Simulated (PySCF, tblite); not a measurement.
# C₄H₄N₂S: vibronic structure

What do calculations give for the vibronic structure of C₄H₄N₂S (`C=Cc1nncs1`)?

Computed with tblite 0.8.0 and PySCF 2.14.0 and routines of our own; the level stands in each step. Atoms count from 0.

## Step 1: The starting structure

11 atoms, charge 0, multiplicity 1; geometry from: force field or distance geometry start.

## Step 2: Relaxing the molecule with GFN2-xTB

Job settings and geometry (Å):

```
{"job": {"kind": "relax", "xc": "GFN2-xTB", "basis": "xTB"}, "charge": 0, "multiplicity": 1}
C     -2.217000    -0.321500     0.286200
C     -1.234300     0.568000     0.120700
C      0.141300     0.144700     0.134200
N      0.605800    -1.070300     0.265500
N      1.983700    -1.140100     0.234300
C      2.511600     0.047800     0.045900
S      1.388500     1.330900    -0.079300
H     -3.254400     0.012000     0.289600
H     -2.033600    -1.384700     0.421300
H     -1.467500     1.614700     0.005000
H      3.581400     0.201000    -0.016300
```

Started as:

```bash
OMP_NUM_THREADS=1 python excited_run.py task.json out
```

One launch serves the whole session: the jobs run in the order shown.

The log of the run:

```text
step      E/eV     max force
  0    -534.22797    2.573
  1    -534.35341    0.646
  2    -534.36800    0.409
  3    -534.37671    0.332
  4    -534.38740    0.218
  5    -534.38892    0.141
  6    -534.39008    0.108
  7    -534.39121    0.100
  8    -534.39160    0.074
  9    -534.39196    0.045
 10    -534.39208    0.044
 11    -534.39221    0.036
 12    -534.39234    0.036
 13    -534.39248    0.040
 14    -534.39261    0.038
 15    -534.39275    0.033
 16    -534.39289    0.035
 17    -534.39300    0.026
 18    -534.39308    0.024
 19    -534.39315    0.024
 20    -534.39323    0.029
 21    -534.39333    0.026
 22    -534.39341    0.024
 23    -534.39347    0.017
 24    -534.39350    0.013
 25    -534.39352    0.012
 26    -534.39353    0.011
 27    -534.39354    0.010
 28    -534.39355    0.006
```

It took 0.2 s on 1 thread of Intel Xeon Platinum 8375C at 2.90GHz, shared host.

Along the way:

| step | energy from step 0 (eV) | largest force (eV/Å) |
| --- | --- | --- |
| 0 | 0.0000 | 2.5730 |
| 1 | -0.1254 | 0.6456 |
| 2 | -0.1400 | 0.4087 |
| 3 | -0.1487 | 0.3324 |
| 4 | -0.1594 | 0.2180 |
| 5 | -0.1609 | 0.1406 |
| 6 | -0.1621 | 0.1077 |
| 7 | -0.1632 | 0.0997 |
| 8 | -0.1636 | 0.0743 |
| 9 | -0.1640 | 0.0455 |
| 10 | -0.1641 | 0.0438 |
| 11 | -0.1642 | 0.0361 |
| 12 | -0.1644 | 0.0361 |
| 13 | -0.1645 | 0.0398 |
| 14 | -0.1646 | 0.0377 |
| 15 | -0.1648 | 0.0334 |
| 16 | -0.1649 | 0.0354 |
| 17 | -0.1650 | 0.0263 |
| 18 | -0.1651 | 0.0239 |
| 19 | -0.1652 | 0.0239 |
| 20 | -0.1653 | 0.0287 |
| 21 | -0.1654 | 0.0263 |
| 22 | -0.1654 | 0.0238 |
| 23 | -0.1655 | 0.0169 |
| 24 | -0.1655 | 0.0134 |
| 25 | -0.1655 | 0.0117 |
| 26 | -0.1656 | 0.0112 |
| 27 | -0.1656 | 0.0102 |
| 28 | -0.1656 | 0.0063 |

Distances of close pairs at the start and the end, largest changes first:

```csv
bond,before (Å),after (Å),change (Å)
N3–N4,1.380,1.317,-0.063
C2–S6,1.734,1.766,+0.031
N4–C5,1.313,1.283,-0.030
C5–S6,1.710,1.734,+0.024
C2–N3,1.307,1.292,-0.016
C0–H7,1.090,1.076,-0.014
C5–H10,1.083,1.071,-0.012
C0–H8,1.087,1.076,-0.011
```

The final coordinates are the input of the step that follows.

## Step 3: Vibrational analysis with GFN2-xTB

Job settings and geometry (Å):

```
{"job": {"kind": "ir", "xc": "GFN2-xTB", "basis": "xTB"}, "charge": 0, "multiplicity": 1}
C     -2.224564    -0.333641     0.289493
C     -1.244813     0.550715     0.132468
C      0.144994     0.177185     0.126228
N      0.609577    -1.019974     0.265957
N      1.923272    -1.103633     0.224099
C      2.508542     0.024999     0.050228
S      1.426941     1.373199    -0.084810
H     -3.257817    -0.034061     0.291377
H     -2.005138    -1.379035     0.419538
H     -1.446798     1.604439     0.000940
H      3.571228     0.142477    -0.008453
```

The log of the run:

```text
mode    cm-1     km/mol
  1      86.1      1.30
  2     187.5      1.51
  3     221.6      0.97
  4     383.2      1.75
  5     464.2      2.40
  6     572.0      0.18
  7     602.1      0.91
  8     685.0      3.89
  9     694.8      5.47
 10     743.5     13.17
 11     784.4      2.52
 12     878.5     31.00
 13     898.4      9.34
 14    1006.6     23.76
 15    1020.8     18.07
 16    1087.8     37.65
 17    1103.5     71.14
 18    1230.9     50.24
 19    1290.1      0.69
 20    1375.9     10.49
 21    1451.5     91.58
 22    1507.7     14.81
 23    1651.7     10.13
 24    3077.5     12.43
 25    3116.0      2.80
 26    3152.8     16.62
 27    3173.0      0.92
```

Run time: 0.29 s. Hardware: 1 thread of Intel Xeon Platinum 8375C at 2.90GHz, shared host.

Which atoms move in the most intense modes:

| cm⁻¹ | km/mol | atoms |
| --- | --- | --- |
| 878 | 31.0 | C5 32 %, N4 31 %, H10 17 %, N3 12 % |
| 1007 | 23.8 | H9 50 %, H8 41 % |
| 1021 | 18.1 | H7 28 %, H8 21 %, C0 17 %, C2 11 % |
| 1088 | 37.6 | H10 49 %, N3 31 %, C2 11 % |
| 1104 | 71.1 | C2 27 %, H10 19 %, N3 18 %, H9 17 % |
| 1231 | 50.2 | N4 42 %, N3 41 % |
| 1452 | 91.6 | C5 51 %, N4 44 % |
| 3153 | 16.6 | H8 51 %, H7 37 % |

## Step 4: Vibronic structure: TDDFT PBE0/def2-SVP

Settings changed since step 3:

```diff
@@ -1,2 +1,2 @@
-{"job": {"kind": "ir", "xc": "GFN2-xTB", "basis": "xTB"}, "charge": 0, "multiplicity": 1}
+{"job": {"kind": "vib", "xc": "PBE0", "basis": "def2-SVP", "tda": false}, "charge": 0, "multiplicity": 1}
 C     -2.224564    -0.333641     0.289493
```

With the program's defaults for keys left out, this is: TDDFT PBE0/def2-SVP vertical-gradient vibronic structure (displaced harmonic oscillators, Condon), gas phase.

The log of the run:

```text
final grid: 47168 points
cycle   1  E = -661.6709568070  dE =  1.310e+00  |g| = 3.605e-01  |ddm| = 4.062e+00
cycle   2  E = -661.6165987356  dE =  5.436e-02  |g| = 5.912e-01  |ddm| = 1.164e+00
cycle   3  E = -661.7012505727  dE = -8.465e-02  |g| = 1.327e-01  |ddm| = 8.279e-01
cycle   4  E = -661.7050496927  dE = -3.799e-03  |g| = 4.297e-02  |ddm| = 1.728e-01
cycle   5  E = -661.7055189817  dE = -4.693e-04  |g| = 1.387e-02  |ddm| = 6.901e-02
cycle   6  E = -661.7055684067  dE = -4.943e-05  |g| = 4.580e-03  |ddm| = 1.741e-02
cycle   7  E = -661.7055736792  dE = -5.272e-06  |g| = 7.299e-04  |ddm| = 5.100e-03
cycle   8  E = -661.7055737730  dE = -9.383e-08  |g| = 4.669e-04  |ddm| = 1.253e-03
cycle   9  E = -661.7055738332  dE = -6.020e-08  |g| = 7.614e-05  |ddm| = 6.272e-04
cycle  10  E = -661.7055738348  dE = -1.628e-09  |g| = 3.141e-05  |ddm| = 1.419e-04
cycle  11  E = -661.7055738350  dE = -2.376e-10  |g| = 1.059e-05  |ddm| = 5.023e-05
converged SCF energy = -661.7055738350

Singlet excitations (eV, f): 4.073 (0.0002)  5.097 (0.3997)  5.619 (0.0015)  5.816 (0.0047)  5.868 (0.0066)  6.218 (0.0019)

State S1  4.0726 eV  f = 0.00021  H-1->L 0.99
  relaxed dipole 2.359 D, largest gradient of the excitation energy 0.1411 Eh/bohr
  mode    cm-1        S   lambda/meV  Raman
   18   1230.9    3.1385     479.0   1.000
   22   1507.7    0.8170     152.7   0.391
   16   1087.8    0.5634      76.0   0.140
   12    878.5    0.5271      57.4   0.086
   21   1451.5    0.2276      41.0   0.101
    4    383.2    0.6901      32.8   0.021
   23   1651.7    0.1166      23.9   0.067
   17   1103.5    0.1104      15.1   0.028
    6    572.0    0.0889       6.3   0.006
    8    685.0    0.0599       5.1   0.006
   15   1020.8    0.0165       2.1   0.004
  reorganisation energy 0.8940 eV, total S 6.398, 0-0 3.1786 eV
  absorption maximum 3.975 eV, width 0.869 eV

State S2  5.0974 eV  f = 0.39967  H->L 0.97
  relaxed dipole 2.782 D, largest gradient of the excitation energy 0.0752 Eh/bohr
  mode    cm-1        S   lambda/meV  Raman
   22   1507.7    0.7004     130.9   1.000
   21   1451.5    0.6550     117.9   0.867
   23   1651.7    0.4230      86.6   0.725
   18   1230.9    0.4637      70.8   0.441
    6    572.0    0.7572      53.7   0.156
    2    187.5    1.6639      38.7   0.037
    8    685.0    0.1290      11.0   0.038
   17   1103.5    0.0161       2.2   0.012
   19   1290.1    0.0134       2.1   0.014
    4    383.2    0.0246       1.2   0.002
   12    878.5    0.0087       0.9   0.004
   15   1020.8    0.0064       0.8   0.004
  reorganisation energy 0.5182 eV, total S 4.871, 0-0 4.5792 eV
  absorption maximum 5.001 eV, width 0.652 eV

State T1  3.0877 eV  f = 0.00000  H->L 0.93
  relaxed dipole 2.568 D, largest gradient of the excitation energy 0.1273 Eh/bohr
  mode    cm-1        S   lambda/meV  Raman
   23   1651.7    1.3500     276.5   1.000
   22   1507.7    1.1759     219.8   0.726
   21   1451.5    0.3729      67.1   0.213
   18   1230.9    0.2729      41.6   0.112
    6    572.0    0.5744      40.7   0.051
    2    187.5    1.1105      25.8   0.011
   19   1290.1    0.0348       5.6   0.016
   10    743.5    0.0349       3.2   0.005
   12    878.5    0.0227       2.5   0.005
   25   3116.0    0.0061       2.4   0.016
   20   1375.9    0.0130       2.2   0.007
    8    685.0    0.0233       2.0   0.003
  reorganisation energy 0.6934 eV, total S 5.045, 0-0 2.3943 eV
  absorption maximum 3.004 eV, width 0.706 eV
```

Run time: 19 s. Hardware: 1 thread of Intel Xeon Platinum 8375C at 2.90GHz, shared host; peak memory 0.66 GiB.

## Step 5: Vibronic structure: TDA BHandHLYP/STO-3G

Settings changed since step 4:

```diff
@@ -1,2 +1,2 @@
-{"job": {"kind": "vib", "xc": "PBE0", "basis": "def2-SVP", "tda": false}, "charge": 0, "multiplicity": 1}
+{"job": {"kind": "vib", "xc": "BHandHLYP", "basis": "STO-3G", "tda": true, "temperature": 400, "fwhm_ev": 0.08, "scf": {"max_cycle": 59}, "maxiter": 30}, "charge": 0, "multiplicity": 1}
 C     -2.224564    -0.333641     0.289493
```

With the program's defaults for keys left out, this is: TDA BHandHLYP/STO-3G vertical-gradient vibronic structure (displaced harmonic oscillators, Condon), gas phase.

The log of the run:

```text
final grid: 47168 points
cycle   1  E = -654.5042999189  dE =  1.663e+00  |g| = 4.540e-01  |ddm| = 5.019e+00
cycle   2  E = -654.4824133240  dE =  2.189e-02  |g| = 5.778e-01  |ddm| = 1.256e+00
cycle   3  E = -654.5756777033  dE = -9.326e-02  |g| = 4.838e-02  |ddm| = 7.410e-01
cycle   4  E = -654.5763140687  dE = -6.364e-04  |g| = 3.278e-02  |ddm| = 1.348e-01
cycle   5  E = -654.5767314057  dE = -4.173e-04  |g| = 3.386e-03  |ddm| = 5.807e-02
cycle   6  E = -654.5767352605  dE = -3.855e-06  |g| = 1.988e-03  |ddm| = 8.926e-03
cycle   7  E = -654.5767365373  dE = -1.277e-06  |g| = 4.791e-04  |ddm| = 3.192e-03
cycle   8  E = -654.5767366224  dE = -8.508e-08  |g| = 9.215e-05  |ddm| = 9.827e-04
cycle   9  E = -654.5767366260  dE = -3.597e-09  |g| = 2.055e-05  |ddm| = 2.056e-04
cycle  10  E = -654.5767366262  dE = -2.053e-10  |g| = 9.313e-06  |ddm| = 4.881e-05
converged SCF energy = -654.5767366262

Singlet excitations (eV, f): 4.722 (0.0006)  6.159 (0.0062)  6.726 (0.5183)  7.127 (0.1845)  7.222 (0.0216)  8.588 (0.0005)

State S1  4.7225 eV  f = 0.00060  H->L 0.94
  relaxed dipole 2.131 D, largest gradient of the excitation energy 0.1739 Eh/bohr
  mode    cm-1        S   lambda/meV  Raman
   18   1230.9    4.1902     639.5   1.000
   22   1507.7    1.1409     213.3   0.408
   16   1087.8    1.1630     156.8   0.217
    4    383.2    1.2248      58.2   0.028
   21   1451.5    0.3136      56.4   0.104
   12    878.5    0.4927      53.7   0.060
   17   1103.5    0.3779      51.7   0.072
   23   1651.7    0.1049      21.5   0.045
   10    743.5    0.1506      13.9   0.013
    6    572.0    0.1763      12.5   0.009
    8    685.0    0.1186      10.1   0.009
    2    187.5    0.0855       2.0   0.000
  reorganisation energy 1.2941 eV, total S 9.554, 0-0 3.4284 eV

State S3  6.7260 eV  f = 0.51834  H-1->L 0.76, H-2->L 0.14
  relaxed dipole 3.555 D, largest gradient of the excitation energy 0.1115 Eh/bohr
  mode    cm-1        S   lambda/meV  Raman
    8    685.0    2.9562     251.1   0.764
   21   1451.5    0.8621     155.1   1.000
   22   1507.7    0.5807     108.6   0.727
    4    383.2    1.9239      91.4   0.156
   23   1651.7    0.4342      88.9   0.652
   18   1230.9    0.4873      74.4   0.407
    6    572.0    0.8120      57.6   0.146
   17   1103.5    0.2480      33.9   0.166
   12    878.5    0.2735      29.8   0.116
   16   1087.8    0.0889      12.0   0.058
   15   1020.8    0.0931      11.8   0.053
   19   1290.1    0.0130       2.1   0.012
  reorganisation energy 0.9211 eV, total S 8.836, 0-0 5.8049 eV
  absorption maximum 6.674 eV, width 0.848 eV

State S4  7.1273 eV  f = 0.18451  H-2->L 0.69, H-1->L 0.16
  relaxed dipole 3.519 D, largest gradient of the excitation energy 0.0834 Eh/bohr
  mode    cm-1        S   lambda/meV  Raman
   10    743.5    3.5145     324.0   0.853
   22   1507.7    1.0017     187.3   1.000
   12    878.5    0.6389      69.6   0.217
   23   1651.7    0.2519      51.6   0.302
    8    685.0    0.5031      42.7   0.104
    6    572.0    0.5777      41.0   0.083
   18   1230.9    0.2188      33.4   0.146
   17   1103.5    0.1789      24.5   0.096
   15   1020.8    0.0838      10.6   0.038
    2    187.5    0.3147       7.3   0.005
   16   1087.8    0.0440       5.9   0.023
   21   1451.5    0.0156       2.8   0.014
  reorganisation energy 0.8041 eV, total S 7.356, 0-0 6.3232 eV
  absorption maximum 7.073 eV, width 0.776 eV

State T1  3.3308 eV  f = 0.00000  H-1->L 0.85
  relaxed dipole 3.069 D, largest gradient of the excitation energy 0.1712 Eh/bohr
  mode    cm-1        S   lambda/meV  Raman
   23   1651.7    2.6144     535.4   1.000
   22   1507.7    2.0650     386.0   0.658
   21   1451.5    0.7060     127.0   0.209
   18   1230.9    0.4516      68.9   0.096
    6    572.0    0.5694      40.4   0.026
    2    187.5    0.9537      22.2   0.005
   19   1290.1    0.0501       8.0   0.012
   25   3116.0    0.0143       5.5   0.019
   12    878.5    0.0349       3.8   0.004
   10    743.5    0.0292       2.7   0.002
   20   1375.9    0.0144       2.5   0.004
    4    383.2    0.0514       2.4   0.001
  reorganisation energy 1.2084 eV, total S 7.583, 0-0 2.1224 eV
```

It took 6.5 s on 1 thread of Intel Xeon Platinum 8375C at 2.90GHz, shared host; peak memory 0.6 GiB.

A normal end doesn't make this result sound: the basis STO-3G is minimal.

## Step 6: What came out

| quantity | value |
| --- | --- |
| strongest single infrared mode (GFN2-xTB) | 1452 cm⁻¹, 92 km/mol |
| zero-point energy (GFN2-xTB) | 46.4 kcal/mol |
| S1: vertical, reorganisation, 0-0, total S (step 4, TDDFT PBE0/def2-SVP, modes from GFN2-xTB) | 4.07, 0.89, 3.18 eV; 6.4 |
| S2: vertical, reorganisation, 0-0, total S (step 4, TDDFT PBE0/def2-SVP, modes from GFN2-xTB) | 5.10, 0.52, 4.58 eV; 4.9 |
| T1: vertical, reorganisation, 0-0, total S (step 4, TDA PBE0/def2-SVP, modes from GFN2-xTB) | 3.09, 0.69, 2.39 eV; 5.0 |
| runs | 0 failed, 1 ended on unsound input |

All 27 modes are real, so the xTB geometry is a minimum. The strongest single mode, at 1452 cm⁻¹, moves mainly C5 and N4. GFN2-xTB is a fitted tight-binding method: band positions and strengths are rough. Its intensities can rank the bands wrongly. The vibronic model keeps the ground-state modes (from xTB) and shifts them along the gradient alone, so it can miss much of the relaxation that a full optimisation finds.
